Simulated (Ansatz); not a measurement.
# Li: the cost of one run

Program: Ansatz 0.2.0. Level of theory: DFT PBEsol, scalar-relativistic, plane waves, PAW. These are calculated values, not measurements.

**1. The starting structure**

The structure is orthorhombic, space group Cmce (No. 64). The conventional cell has a = 5.768 Å, b = 3.812 Å, c = 7.775 Å, α = 90.00°, β = 90.00°, γ = 90.00°. Around Li (site symmetry m) lie 1 Li at 2.15 Å.

Structure file:

```cif
data_structure
_symmetry_space_group_name_H-M 'P 1'
_symmetry_Int_Tables_number 1
_cell_length_a 3.4567
_cell_length_b 3.4567
_cell_length_c 7.7748
_cell_angle_alpha 90.000
_cell_angle_beta 90.000
_cell_angle_gamma 66.923
_cell_volume 85.46
loop_
_atom_site_label
_atom_site_type_symbol
_atom_site_fract_x
_atom_site_fract_y
_atom_site_fract_z
_atom_site_occupancy
Li1 Li 0.85000 0.15000 0.11700 1
Li2 Li 0.65000 0.35000 0.61700 1
Li3 Li 0.15000 0.85000 0.88300 1
Li4 Li 0.35000 0.65000 0.38300 1
```

This is candidate A: iodine type (Cmce, No. 64).

(A quick probe on a coarse mesh, which set the mesh and smearing, is not shown.)

**3. Rough relaxation on the coarse mesh (candidate A)**

Input file input.yaml:

```yaml
crystal:
  lattice:
    - [2.8837548802, -1.9059413716, 0.0]
    - [2.8837548802, 1.9059413716, 0.0]
    - [0.0, 0.0, 7.7748098494]
  atoms:
    - { symbol: Li, position: [0.85, 0.15, 0.117] }
    - { symbol: Li, position: [0.65, 0.35, 0.617] }
    - { symbol: Li, position: [0.15, 0.85, 0.883] }
    - { symbol: Li, position: [0.35, 0.65, 0.383] }
basis:
  ecutwfc: 420
kpoints:
  mp_grid: { grid: [6, 6, 2] }
hamiltonian:
  xc: pbesol
scf:
  occupations: { method: gaussian, width: 0.1 }
  lower_state_search: "off"
output:
  forces: true
  stress: true
  eigenvalues: true
relax:
  adjacent_minimum: "off"
  f_tol: 0.04
  max_steps: 70
  cell: { stress_tol: 0.4 }
```

**Question.** How long does this run take on 1 thread of an x86-64 CPU, shared host, and how much memory does it need?

About 5.3 s, with a peak of 0.39 GiB.
